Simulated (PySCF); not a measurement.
# C₂H₈B₂N₂: electronic excitations and core binding energies

Wanted: the electronic excitations and core binding energies of C₂H₈B₂N₂ (`BN1BNCC1`), by calculation.

The runs use PySCF 2.14.0, with density-fitted response routines of our own; the level of theory stands in each step. All values are computed, except where a source is named. Atoms count from 0, in the outputs and in this text.

### Step 1. The molecule as given

14 atoms, charge 0, multiplicity 1; geometry from: GFN2-xTB.

Bonds of the start (Å): B0–N1 1.39, N1–B2 1.44, B2–N3 1.39, N3–C4 1.45, C4–C5 1.54, C5–N1 1.46, B0–H6 1.18, B0–H7 1.17, B2–H8 1.16, N3–H9 1.01, C4–H10 1.10, C4–H11 1.10, C5–H12 1.09, C5–H13 1.09.

### Step 2. TDDFT and polarisability: PBE0/def2-SVPD

Job settings and geometry (Å):

```
{"job": {"kind": "uv", "xc": "PBE0", "basis": "def2-SVPD", "nstates": 8, "ntriplets": 3}, "charge": 0, "multiplicity": 1}
B      2.019174    -0.509792     0.707277
N      0.780007    -0.057920     0.264848
B      0.340584     1.292456     0.024795
N     -0.975671     1.251845    -0.413630
C     -1.502267    -0.093743    -0.496208
C     -0.321420    -0.972847    -0.041232
H      2.202969    -1.661764     0.849595
H      2.858734     0.274911     0.928372
H      0.979036     2.252513     0.173044
H     -1.591057     2.001940    -0.676605
H     -2.373994    -0.216650     0.159158
H     -1.814530    -0.332419    -1.520773
H     -0.020869    -1.672077    -0.826883
H     -0.581372    -1.556926     0.846077
```

With the program's defaults for keys left out, this is: TDDFT PBE0/def2-SVPD, vertical, gas phase, core orbitals frozen in the response.

Output:

```text
coarse grid: 11432 points
cycle   1  E = -239.8021037933  dE =  6.883e-01  |g| = 3.549e-01  |ddm| = 6.522e+00
cycle   2  E = -239.7962487775  dE =  5.855e-03  |g| = 4.148e-01  |ddm| = 1.577e+00
cycle   3  E = -239.8350701085  dE = -3.882e-02  |g| = 8.048e-02  |ddm| = 5.552e-01
cycle   4  E = -239.8365123104  dE = -1.442e-03  |g| = 1.740e-02  |ddm| = 1.664e-01
cycle   5  E = -239.8365873516  dE = -7.504e-05  |g| = 5.509e-03  |ddm| = 4.760e-02
cycle   6  E = -239.8365928329  dE = -5.481e-06  |g| = 2.331e-03  |ddm| = 9.267e-03
final grid: 109792 points
cycle   7  E = -239.8661200745  dE = -3.371e-05  |g| = 8.072e-03  |ddm| = 1.349e-01
cycle   8  E = -239.8661051930  dE =  1.488e-05  |g| = 1.151e-02  |ddm| = 2.394e-02
cycle   9  E = -239.8661357857  dE = -3.059e-05  |g| = 8.963e-04  |ddm| = 1.290e-02
cycle  10  E = -239.8661359898  dE = -2.040e-07  |g| = 1.966e-04  |ddm| = 1.926e-03
cycle  11  E = -239.8661359981  dE = -8.345e-09  |g| = 5.404e-05  |ddm| = 4.401e-04
cycle  12  E = -239.8661359988  dE = -6.727e-10  |g| = 1.713e-05  |ddm| = 1.282e-04
converged SCF energy = -239.8661359988

Static polarisability (au): isotropic 65.567, principal 48.296 66.209 82.195

Singlet excitations
state   eV       nm        f      main configurations
  1   5.8961    210.3   0.23360   H->L 0.98
  2   6.2065    199.8   0.00020   H->L+1 0.98
  3   6.6689    185.9   0.00031   H-1->L 0.99
  4   7.0087    176.9   0.02639   H->L+3 0.96
  5   7.0348    176.2   0.00504   H->L+2 0.92
  6   7.3643    168.4   0.00203   H->L+4 0.94
  7   7.8039    158.9   0.00926   H-2->L 0.93
  8   7.9245    156.5   0.00001   H->L+6 0.55, H->L+7 0.22, H->L+5 0.17

Triplet excitations (Tamm-Dancoff, eV): 4.7466 6.0053 6.0180
```

It took 18 s on 1 thread, shared host.

Frontier orbitals and where they lie:

| orbital | eV | atoms |
| --- | --- | --- |
| HOMO−3 | -9.93 | B2 28 %, H8 23 %, C4 11 % |
| HOMO−2 | -9.05 | N1 28 %, N3 22 %, B2 14 % |
| HOMO−1 | -8.71 | B0 38 %, H7 21 %, H6 20 % |
| HOMO | -6.96 | N3 34 %, N1 24 %, C4 8 % |
| LUMO | -0.23 | B0 43 %, N1 16 %, H6 10 % |
| LUMO+1 | 0.49 | B2 30 %, C4 16 %, H9 12 % |
| LUMO+2 | 1.18 | B0 34 %, H9 12 %, C5 8 % |

With each of the 8 states as a Gaussian band of 0.4 eV half-width at 1/e, the curve within the window shown has maxima at 211 nm (ε 9,500), 177 nm (ε 1,300) L/(mol cm). Beyond the last state computed it falls off for lack of states. The curve at chosen wavelengths:

nm, ε (L/mol/cm) and a bar:
```
      151        125 
      154        251 
      158        400 #
      161        455 #
      164        512 #
      168        733 ##
      171       1003 ###
      174       1244 ####
      178       1311 ####
      181       1155 ###
      184        943 ###
      188        878 ##
      191       1231 ####
      194       2080 ######
      197       3451 ###########
      201       5822 ##################
      204       7580 ########################
      207       8886 ############################
      211       9453 ##############################
      214       8936 ############################
      217       7796 #########################
      221       5804 ##################
      224       4305 #############
      227       3007 #########
      231       1712 #####
      234       1059 ###
```

Further results of this job:

| property | computed |
| --- | --- |
| dipole moment (D) | 3.06 |
| polarisability (Å³) | 9.72 |
| HOMO–LUMO gap (eV) | 6.73 |
| −ε(HOMO) (eV) | 6.96 |

### Step 3. Core holes by ΔSCF: SCAN, X2C

The job, as its differences from that of step 2:

```diff
@@ -1,2 +1,2 @@
-{"job": {"kind": "uv", "xc": "PBE0", "basis": "def2-SVPD", "nstates": 8, "ntriplets": 3}, "charge": 0, "multiplicity": 1}
+{"job": {"kind": "xps"}, "charge": 0, "multiplicity": 1}
 B      2.019174    -0.509792     0.707277
```

Method: delta-SCF UKS SCAN, pcX-2 on the ionised atom, pcseg-1 elsewhere, spin-free X2C.

Output:

```text
ground state, core basis on atom 0 (B), 155 functions
  cycle   1  E = -240.20301160  |g| = 4.57e-01
  cycle   2  E = -240.16667325  |g| = 6.11e-01
  cycle   3  E = -240.25460697  |g| = 1.36e-01
  cycle   4  E = -240.25914672  |g| = 2.69e-02
  cycle   5  E = -240.25931477  |g| = 8.60e-03
  cycle   6  E = -240.25932578  |g| = 5.54e-03
  cycle   7  E = -240.25933197  |g| = 1.03e-03
  cycle   8  E = -240.25933330  |g| = 4.23e-04
  E(ground) = -240.27472792 Eh
hole in B 1s of atom 0
  cycle   1  E = -232.68269075  |g| = 1.16e+00
  cycle   2  E = -231.02339211  |g| = 1.85e+00
  cycle   3  E = -232.81643013  |g| = 7.13e-01
  cycle   4  E = -233.07157316  |g| = 2.48e-01
  cycle   5  E = -233.09291668  |g| = 1.36e-01
  cycle   6  E = -233.10147251  |g| = 6.39e-02
  cycle   7  E = -233.10366910  |g| = 2.64e-02
  cycle   8  E = -233.10440305  |g| = 1.44e-02
  cycle   9  E = -233.10492228  |g| = 1.23e-02
  cycle  10  E = -233.10529590  |g| = 5.51e-03
  cycle  11  E = -233.10538460  |g| = 3.53e-03
  cycle  12  E = -233.10540550  |g| = 1.43e-03
  cycle  13  E = -233.10540959  |g| = 4.27e-04
  E(ion) = -233.12066803 Eh   <S^2> = 1.0106   hole on atom = 1.000   binding energy = 194.672 eV
ground state, core basis on atom 1 (N), 155 functions
  cycle   1  E = -240.27829190  |g| = 7.19e-02
  cycle   2  E = -240.27828930  |g| = 1.12e-02
  cycle   3  E = -240.27825034  |g| = 1.65e-02
  cycle   4  E = -240.27831875  |g| = 2.75e-03
  cycle   5  E = -240.27831978  |g| = 4.68e-04
  E(ground) = -240.29100828 Eh
hole in N 1s of atom 1
  cycle   1  E = -224.70089514  |g| = 1.87e+00
  cycle   2  E = -223.89212903  |g| = 2.19e+00
  cycle   3  E = -225.33178245  |g| = 4.60e-01
  cycle   4  E = -225.36459420  |g| = 3.17e-01
  cycle   5  E = -225.41225991  |g| = 7.69e-02
  cycle   6  E = -225.41479339  |g| = 1.22e-02
  cycle   7  E = -225.41485378  |g| = 5.91e-03
  cycle   8  E = -225.41487186  |g| = 1.60e-03
  cycle   9  E = -225.41487301  |g| = 6.89e-04
  cycle  10  E = -225.41487343  |g| = 2.01e-04
  E(ion) = -225.42606056 Eh   <S^2> = 0.7660   hole on atom = 1.000   binding energy = 404.496 eV
ground state, core basis on atom 2 (B), 155 functions
  cycle   1  E = -240.26075217  |g| = 5.17e-02
  cycle   2  E = -240.26069410  |g| = 3.12e-02
  cycle   3  E = -240.26085865  |g| = 1.69e-02
  cycle   4  E = -240.26092240  |g| = 5.40e-03
  cycle   5  E = -240.26092860  |g| = 6.31e-04
  cycle   6  E = -240.26092817  |g| = 1.43e-04
  E(ground) = -240.27624055 Eh
hole in B 1s of atom 2
  cycle   1  E = -232.66815947  |g| = 1.18e+00
  cycle   2  E = -231.51567553  |g| = 1.70e+00
  cycle   3  E = -232.96000399  |g| = 4.23e-01
  cycle   4  E = -233.05943122  |g| = 1.76e-01
  cycle   5  E = -233.06693312  |g| = 1.37e-01
  cycle   6  E = -233.07533199  |g| = 4.97e-02
  cycle   7  E = -233.07653374  |g| = 2.37e-02
  cycle   8  E = -233.07692622  |g| = 9.30e-03
  cycle   9  E = -233.07710632  |g| = 6.58e-03
  cycle  10  E = -233.07722302  |g| = 2.43e-03
  cycle  11  E = -233.07723129  |g| = 1.16e-03
  cycle  12  E = -233.07723200  |g| = 7.96e-04
  cycle  13  E = -233.07723289  |g| = 2.77e-04
  E(ion) = -233.09261249 Eh   <S^2> = 0.8080   hole on atom = 1.000   binding energy = 195.476 eV
ground state, core basis on atom 3 (N), 155 functions
  cycle   1  E = -240.27878629  |g| = 7.22e-02
  cycle   2  E = -240.27878713  |g| = 1.09e-02
  cycle   3  E = -240.27875630  |g| = 1.59e-02
  cycle   4  E = -240.27880944  |g| = 2.34e-03
  cycle   5  E = -240.27881076  |g| = 4.55e-04
  E(ground) = -240.29122496 Eh
hole in N 1s of atom 3
  cycle   1  E = -224.69347372  |g| = 1.87e+00
  cycle   2  E = -223.95747523  |g| = 2.13e+00
  cycle   3  E = -225.32822041  |g| = 4.28e-01
  cycle   4  E = -225.36003998  |g| = 2.88e-01
  cycle   5  E = -225.39936018  |g| = 6.77e-02
  cycle   6  E = -225.40120971  |g| = 1.70e-02
  cycle   7  E = -225.40135212  |g| = 4.73e-03
  cycle   8  E = -225.40136502  |g| = 1.37e-03
  cycle   9  E = -225.40136645  |g| = 6.01e-04
  cycle  10  E = -225.40136619  |g| = 2.73e-04
  E(ion) = -225.41241797 Eh   <S^2> = 0.7642   hole on atom = 1.000   binding energy = 404.873 eV
ground state, core basis on atom 4 (C), 155 functions
  cycle   1  E = -240.26682679  |g| = 5.65e-02
  cycle   2  E = -240.26681399  |g| = 1.42e-02
  cycle   3  E = -240.26677609  |g| = 1.91e-02
  cycle   4  E = -240.26685796  |g| = 2.45e-03
  cycle   5  E = -240.26686024  |g| = 3.32e-04
  E(ground) = -240.28126556 Eh
hole in C 1s of atom 4
  cycle   1  E = -228.98382248  |g| = 1.51e+00
  cycle   2  E = -227.64662027  |g| = 2.18e+00
  cycle   3  E = -229.44146943  |g| = 4.47e-01
  cycle   4  E = -229.49740904  |g| = 3.22e-01
  cycle   5  E = -229.54306557  |g| = 8.16e-02
  cycle   6  E = -229.54551087  |g| = 2.54e-02
  cycle   7  E = -229.54577933  |g| = 1.16e-02
  cycle   8  E = -229.54584597  |g| = 4.60e-03
  cycle   9  E = -229.54586080  |g| = 1.93e-03
  cycle  10  E = -229.54586440  |g| = 1.16e-03
  cycle  11  E = -229.54586534  |g| = 2.58e-04
  E(ion) = -229.55877755 Eh   <S^2> = 0.7708   hole on atom = 1.000   binding energy = 291.774 eV
ground state, core basis on atom 5 (C), 155 functions
  cycle   1  E = -240.26697791  |g| = 5.81e-02
  cycle   2  E = -240.26695093  |g| = 2.11e-02
  cycle   3  E = -240.26694862  |g| = 2.14e-02
  cycle   4  E = -240.26704946  |g| = 3.62e-03
  cycle   5  E = -240.26705298  |g| = 6.72e-04
  cycle   6  E = -240.26705124  |g| = 5.08e-05
  E(ground) = -240.28142444 Eh
hole in C 1s of atom 5
  cycle   1  E = -228.98870406  |g| = 1.51e+00
  cycle   2  E = -227.94856980  |g| = 2.06e+00
  cycle   3  E = -229.48731894  |g| = 3.85e-01
  cycle   4  E = -229.53331473  |g| = 2.12e-01
  cycle   5  E = -229.55086703  |g| = 7.76e-02
  cycle   6  E = -229.55323450  |g| = 1.70e-02
  cycle   7  E = -229.55336687  |g| = 1.01e-02
  cycle   8  E = -229.55342177  |g| = 4.52e-03
  cycle   9  E = -229.55343551  |g| = 1.78e-03
  cycle  10  E = -229.55343806  |g| = 9.45e-04
  cycle  11  E = -229.55343915  |g| = 2.75e-04
  E(ion) = -229.56667907 Eh   <S^2> = 0.7725   hole on atom = 1.000   binding energy = 291.563 eV
```

Wall time 52 s (1 thread, shared host).

The holes in one table. −ε is the ground-state orbital energy:

| hole | stands for | environment | ΔSCF (eV) | −ε (eV) | ⟨S²⟩ |
| --- | --- | --- | --- | --- | --- |
| B1s on B0 | B0 | boron bonded to N, 2 H | 194.67 (doubtful) | 179.3 | 1.011 |
| N1s on N1 | N1 | nitrogen bonded to C, 2 B, in a 5-membered ring | 404.50 | 385.7 | 0.766 |
| B1s on B2 | B2 | boron bonded to 2 N, H, in a 5-membered ring | 195.48 | 179.7 | 0.808 |
| N1s on N3 | N3 | nitrogen bonded to C, B, H, in a 5-membered ring | 404.87 | 385.9 | 0.764 |
| C1s on C4 | C4 | sp3 CH2 bonded to N | 291.77 | 274.7 | 0.771 |
| C1s on C5 | C5 | sp3 CH2 bonded to N | 291.56 | 274.5 | 0.772 |

Doubtful: the ion did not converge, its hole moved, or its ⟨S²⟩ is well above 0.75.

### Step 4. Summary of results

| quantity | value |
| --- | --- |
| lowest singlet (PBE0/def2-SVPD) | 5.90 eV (210 nm), f = 0.234 |
| lowest triplet | 4.75 eV |
| N1s binding energies, SCAN/pcX-2 | N3 404.87, N1 404.50 eV |
| C1s binding energies, SCAN/pcX-2 | C4 291.77, C5 291.56 eV |
| B1s binding energies, SCAN/pcX-2 (standing for 1 of 2 atoms) | B2 195.48 eV |

In words: The first singlet state (HOMO→LUMO 0.98) lies at 5.90 eV and is bright. The lowest triplet lies 1.15 eV below the lowest singlet (triplets in Tamm-Dancoff, singlets in full TDDFT). The N1s levels kept as sound span 0.38 eV, from N1 (nitrogen bonded to C, 2 B, in a 5-membered ring) up to N3 (nitrogen bonded to C, B, H, in a 5-membered ring). C4 (sp3 CH2 bonded to N) binds its C1s electron 0.21 eV more tightly than C5 (sp3 CH2 bonded to N).
